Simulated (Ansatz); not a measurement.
**C₃H₉ClGeOSe: small, medium and large basis sets**

Aim: see how fast density functionals converge with the basis set for C₃H₉ClGeOSe.

Computed with Ansatz 0.2.0, Gaussian basis. Level: one geometry, several basis sets.

The runs, in order: PBE0-D4/def2-SVP; ωB97M-V/def2-SVP; PBE0-D4/def2-QZVPP; ωB97M-V/def2-QZVPP; the functionals' def2-TZVPP values are taken from earlier runs.

## 1. The geometry

The geometry comes from an earlier relaxation with PBE0-D4 in a triple-zeta def2 set; it is a stationary point, not always the lowest conformer.

SMILES `C[O][Ge]([CH3])([Cl])[Se]C`, 16 atoms, charge 0, spin multiplicity 1.

Atoms are counted from 1 here; the program's logs count them from 0.

Bond lengths: C1–O2 1.413 Å, C1–H8 1.095 Å, C1–H9 1.092 Å, C1–H10 1.096 Å, O2–Ge3 1.762 Å, Ge3–C4 1.930 Å, Ge3–Cl5 2.174 Å, Ge3–Se6 2.344 Å, C4–H11 1.090 Å, C4–H12 1.090 Å, C4–H13 1.090 Å, Se6–C7 1.957 Å, C7–H14 1.087 Å, C7–H15 1.088 Å, C7–H16 1.089 Å. Angles: O2–C1–H8 111.4°, O2–C1–H9 107.5°, O2–C1–H10 112.0°, H8–C1–H9 108.7°, H8–C1–H10 108.5°, H9–C1–H10 108.6°, C1–O2–Ge3 120.9°, O2–Ge3–C4 106.7°, O2–Ge3–Cl5 108.3°, O2–Ge3–Se6 107.8°, C4–Ge3–Cl5 108.4°, C4–Ge3–Se6 117.4°, Cl5–Ge3–Se6 107.9°, Ge3–C4–H11 109.0°, Ge3–C4–H12 109.0°, Ge3–C4–H13 109.9°, H11–C4–H12 109.9°, H11–C4–H13 109.5° and more.

## 2. PBE0-D4 in def2-SVP

Contents of in.yaml:

```yaml
crystal:
  periodic: [false, false, false]
  atoms:
    - {symbol: C, position_ang: [-0.347566, -0.860801, -2.625835]}
    - {symbol: O, position_ang: [-0.520706, -1.380482, -1.323833]}
    - {symbol: Ge, position_ang: [0.046055, -0.490482, 0.087851]}
    - {symbol: C, position_ang: [-0.169891, -1.662122, 1.606428]}
    - {symbol: Cl, position_ang: [2.166697, -0.082479, -0.166322]}
    - {symbol: Se, position_ang: [-1.080069, 1.564230, 0.140693]}
    - {symbol: C, position_ang: [0.202707, 2.544282, 1.246121]}
    - {symbol: H, position_ang: [0.711510, -0.818847, -2.901353]}
    - {symbol: H, position_ang: [-0.863329, -1.529147, -3.317987]}
    - {symbol: H, position_ang: [-0.773089, 0.143874, -2.726616]}
    - {symbol: H, position_ang: [-1.224334, -1.919343, 1.708310]}
    - {symbol: H, position_ang: [0.417727, -2.565754, 1.443650]}
    - {symbol: H, position_ang: [0.172037, -1.162183, 2.512158]}
    - {symbol: H, position_ang: [1.192154, 2.490453, 0.798852]}
    - {symbol: H, position_ang: [0.214978, 2.152940, 2.260836]}
    - {symbol: H, position_ang: [-0.144880, 3.575890, 1.257027]}
basis:
  gaussian: {orbitals: def2-SVP}
hamiltonian: {xc: pbe0, dispersion: d4}
output: {orbitals: {seedname: orbitals}}
```

Launch:

```bash
> ansatz run in.yaml --threads 4 --pin off --events-out ev --progress --plain --max-ram 66560MiB --backend cpu
```

The program printed:

```text
Functional definition: PBE0
  name "PBE0"
  cite "Adamo & Barone, J. Chem. Phys. 110, 6158 (1999) doi:10.1063/1.478522"
  cite "Perdew, Burke & Ernzerhof, Phys. Rev. Lett. 77, 3865 (1996) doi:10.1103/PhysRevLett.77.3865"
  parent pbe
  parameter a = 0.25
  parameter kappa = 0.804
  parameter beta = 0.06672455060314922
  exchange = (1 - a)*pbe_x(kappa = kappa, mu = beta*pi^2/3) + a*exact_x
  correlation = pbe_c(beta = beta)
1819 factors; integrals over basis functions are off by at most 1.5e-3 eV
mean field evaluation 1: about -139639.7561 eV, gradient 6.8e1 eV
mean field evaluation 2: about -139629.8724 eV, gradient 9.6e1 eV
mean field evaluation 4: about -139649.9359 eV, gradient 4.5e0 eV
mean field evaluation 8: about -139650.1849 eV, gradient 4.0e-1 eV
mean field evaluation 16: about -139650.1852 eV, gradient 1.3e-4 eV
mean field -139650.18516188 eV, -5132.0496464037 hartree, gradient 1.3e-5 eV, S^2 0.000000; 0 other end points of the search recorded, 0 dependent functions left out
reference -139650.18519494 eV, -5132.0496476188 hartree; 59, 59 occupied and 124, 124 virtual orbitals, 1819 factors
Total energy: -139650.59947918 eV, -5132.0648722837 hartree
```

Run time: 9.5 s. Hardware: 4 threads, shared host.

## 3. ωB97M-V in def2-SVP

Changes to in.yaml since step 2:

```diff
@@ -21,3 +21,3 @@
   gaussian: {orbitals: def2-SVP}
-hamiltonian: {xc: pbe0, dispersion: d4}
+hamiltonian: {xc: {name: wB97M-V}}
 output: {orbitals: {seedname: orbitals}}
```

Same command.

The program printed (excerpt; [...] marks lines left out):

```text
Functional definition: wB97M-V
  name "wB97M-V"
  cite "Mardirossian & Head-Gordon, J. Chem. Phys. 144, 214110 (2016) doi:10.1063/1.4952647"
  cite "Becke, J. Chem. Phys. 107, 8554 (1997) doi:10.1063/1.475007"
  cite "Vydrov & Van Voorhis, J. Chem. Phys. 133, 244103 (2010) doi:10.1063/1.3521275"
  # Of w^i u^j: cxij and so on, Table III.
[...]
  gx(w, u) = 1 - cx + cx01*u + cx10*w
  gss(w, u) = css00 + css04*u^4 + css10*w + css20*w^2 + css43*w^4*u^3
  gos(w, u) = cos00 + cos10*w + (cos20 + cos21*u)*w^2 + (cos60 + cos61*u)*w^6
[...]
      + integral(e_c_pw_mod_opposite_spin*gos(b97_w_opposite, b97_u_opposite)) + vv10(b, c)
1819 factors; integrals over basis functions are off by at most 1.5e-3 eV
448 factors; integrals over basis functions are off by at most 6.7e-6 eV
[...]
mean field -139665.22774138 eV, -5132.6024510040 hartree, gradient 7.6e-5 eV, S^2 0.000000; 0 other end points of the search recorded, 0 dependent functions left out
reference -139665.22779149 eV, -5132.6024528458 hartree; 59, 59 occupied and 124, 124 virtual orbitals, 1819 factors
Total energy: -139665.22779149 eV, -5132.6024528458 hartree
```

Run time: 19 s. Hardware: 4 threads, shared host.

## 4. PBE0-D4 in def2-QZVPP

Changes to in.yaml since step 3:

```diff
@@ -20,4 +20,4 @@
 basis:
-  gaussian: {orbitals: def2-SVP}
-hamiltonian: {xc: {name: wB97M-V}}
+  gaussian: {orbitals: "def2-QZVPP.json"}
+hamiltonian: {xc: pbe0, dispersion: d4}
 output: {orbitals: {seedname: orbitals}}
```

Launch:

```bash
> ansatz run in.yaml --threads 4 --pin off --events-out ev --progress --plain --max-ram 66560MiB --backend cuda --devices 0, --max-vram 37GiB
```

The program printed:

```text
Functional definition: PBE0
  name "PBE0"
  cite "Adamo & Barone, J. Chem. Phys. 110, 6158 (1999) doi:10.1063/1.478522"
  cite "Perdew, Burke & Ernzerhof, Phys. Rev. Lett. 77, 3865 (1996) doi:10.1103/PhysRevLett.77.3865"
  parent pbe
  parameter a = 0.25
  parameter kappa = 0.804
  parameter beta = 0.06672455060314922
  exchange = (1 - a)*pbe_x(kappa = kappa, mu = beta*pi^2/3) + a*exact_x
  correlation = pbe_c(beta = beta)
2745 factors; their error is unknown
mean field evaluation 1: about -139663.7136 eV, gradient 8.6e1 eV
mean field evaluation 2: about -139647.7194 eV, gradient 1.2e2 eV
mean field evaluation 4: about -139678.5980 eV, gradient 7.5e0 eV
mean field evaluation 8: about -139678.7025 eV, gradient 2.3e-1 eV
mean field evaluation 16: about -139679.0543 eV, gradient 2.2e-4 eV
mean field -139679.05428778 eV, -5133.1105672124 hartree, gradient 8.0e-5 eV, S^2 0.000000; 0 other end points of the search recorded, 0 dependent functions left out
reference -139679.05433520 eV, -5133.1105689552 hartree; 59, 59 occupied and 687, 687 virtual orbitals, 2745 factors
Total energy: -139679.46861944 eV, -5133.1257936201 hartree
```

Wall time 8.5 s (1 × H100 (card shared with other runs) with 4 threads, shared host).

## 5. ωB97M-V in def2-QZVPP

Changes to in.yaml since step 4:

```diff
@@ -21,3 +21,3 @@
   gaussian: {orbitals: "def2-QZVPP.json"}
-hamiltonian: {xc: pbe0, dispersion: d4}
+hamiltonian: {xc: {name: wB97M-V}}
 output: {orbitals: {seedname: orbitals}}
```

Launched as before.

The program printed (excerpt; [...] marks lines left out):

```text
Functional definition: wB97M-V
  name "wB97M-V"
  cite "Mardirossian & Head-Gordon, J. Chem. Phys. 144, 214110 (2016) doi:10.1063/1.4952647"
  cite "Becke, J. Chem. Phys. 107, 8554 (1997) doi:10.1063/1.475007"
  cite "Vydrov & Van Voorhis, J. Chem. Phys. 133, 244103 (2010) doi:10.1063/1.3521275"
  # Of w^i u^j: cxij and so on, Table III.
[...]
  gx(w, u) = 1 - cx + cx01*u + cx10*w
  gss(w, u) = css00 + css04*u^4 + css10*w + css20*w^2 + css43*w^4*u^3
  gos(w, u) = cos00 + cos10*w + (cos20 + cos21*u)*w^2 + (cos60 + cos61*u)*w^6
[...]
      + integral(e_c_pw_mod_opposite_spin*gos(b97_w_opposite, b97_u_opposite)) + vv10(b, c)
2692 factors; their error is unknown
576 factors; integrals over basis functions are off by at most 9.8e-6 eV
[...]
mean field -139694.18034702 eV, -5133.6664396365 hartree, gradient 5.0e-5 eV, S^2 0.000000; 0 other end points of the search recorded, 0 dependent functions left out
reference -139694.18042141 eV, -5133.6664423706 hartree; 59, 59 occupied and 687, 687 virtual orbitals, 2692 factors
Total energy: -139694.18042141 eV, -5133.6664423706 hartree
```

Run time: 10 s. Hardware: 1 × H100 (card shared with other runs) with 4 threads, shared host.

## 6. Density functionals: the series

The def2-TZVPP values come from earlier runs at the same geometry.

```
functional       basis  functions   energy (eV)  from the largest (eV)  HOMO (eV)  LUMO (eV)
   PBE0-D4    def2-SVP        183  -139650.5995                 28.869      -6.66      -0.29
   PBE0-D4  def2-TZVPP        388  -139676.2053                  3.263      -6.77      -0.56
   PBE0-D4  def2-QZVPP        746  -139679.4686                  0.000      -6.79      -0.65
   ωB97M-V    def2-SVP        183  -139665.2278                 28.953      -8.82       1.71
   ωB97M-V  def2-TZVPP        388  -139691.0161                  3.164      -8.94       1.30
   ωB97M-V  def2-QZVPP        746  -139694.1804                  0.000      -8.97       1.06
```

## 7. Summary of results

| quantity | value |
| --- | --- |
| PBE0-D4: double and triple zeta above quadruple | 28.87, 3.26 eV |
| ωB97M-V: double and triple zeta above quadruple | 28.95, 3.16 eV |

What this shows: PBE0-D4 gains 25.61 eV from double to triple zeta, then 3.26 eV more. Total energies overstate the basis error of differences, where much of it tends to cancel. The LUMO of ωB97M-V is positive and keeps falling with the basis (1.71 to 1.06 eV): an unbound level that the basis holds in place.
